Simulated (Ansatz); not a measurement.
# ZrCrSb3: the cost of one run

Program: Ansatz 0.2.0. Level of theory: DFT PBE, scalar-relativistic, plane waves, PAW. These are calculated values, not measurements.

## (1) The structure to begin with

Symmetry: Pm-3m, No. 221, cubic system. The conventional cell has a = 4.729 Å, b = 4.729 Å, c = 4.729 Å, α = 90.00°, β = 90.00°, γ = 90.00°. Zr (site symmetry m-3m) is surrounded by 6 Sb at 2.36 Å. Cr (site symmetry m-3m) is surrounded by 12 Sb at 3.34 Å. Sb (site symmetry 4/mmm) is surrounded by 2 Zr at 2.36 Å.

Structure file:

```cif
data_structure
_symmetry_space_group_name_H-M 'P 1'
_symmetry_Int_Tables_number 1
_cell_length_a 4.7290
_cell_length_b 4.7290
_cell_length_c 4.7290
_cell_angle_alpha 90.000
_cell_angle_beta 90.000
_cell_angle_gamma 90.000
_cell_volume 105.76
loop_
_atom_site_label
_atom_site_type_symbol
_atom_site_fract_x
_atom_site_fract_y
_atom_site_fract_z
_atom_site_occupancy
Zr1 Zr 0.50000 0.50000 0.50000 1
Cr1 Cr 0.00000 0.00000 0.00000 1
Sb1 Sb 0.00000 0.50000 0.50000 1
Sb2 Sb 0.50000 0.00000 0.50000 1
Sb3 Sb 0.50000 0.50000 0.00000 1
```

(A quick probe on a coarse mesh, which set the mesh and smearing, is not shown.)

## (3) A loose first relaxation

The input, input.yaml:

```yaml
crystal:
  lattice:
    - [4.7289888308, 0.0, 0.0]
    - [0.0, 4.7289888308, 0.0]
    - [0.0, 0.0, 4.7289888308]
  atoms:
    - { symbol: Zr, position: [0.5, 0.5, 0.5] }
    - { symbol: Cr, position: [0.0, 0.0, 0.0], spin: 4.83 }
    - { symbol: Sb, position: [0.0, 0.5, 0.5] }
    - { symbol: Sb, position: [0.5, 0.0, 0.5] }
    - { symbol: Sb, position: [0.5, 0.5, 0.0] }
basis:
  ecutwfc: 420
kpoints:
  mp_grid: { grid: [4, 4, 4] }
hamiltonian:
  xc: pbe
scf:
  occupations: { method: gaussian, width: 0.1 }
  lower_state_search: "off"
output:
  forces: true
  stress: true
  eigenvalues: true
  populations: true
magnetization:
  spin_polarized: true
relax:
  adjacent_minimum: "off"
  f_tol: 0.04
  max_steps: 70
  cell: { stress_tol: 0.4 }
```

On the command line:

```console
ansatz run input.yaml --threads 1 --pin off --max-ram 2560MiB --backend cpu --events-out ev --progress --plain --runs-dir out
```

Q: Estimate wall time and peak memory on 1 thread of Arm Neoverse V1, shared host.

About 86 s, with a peak of 0.53 GiB.
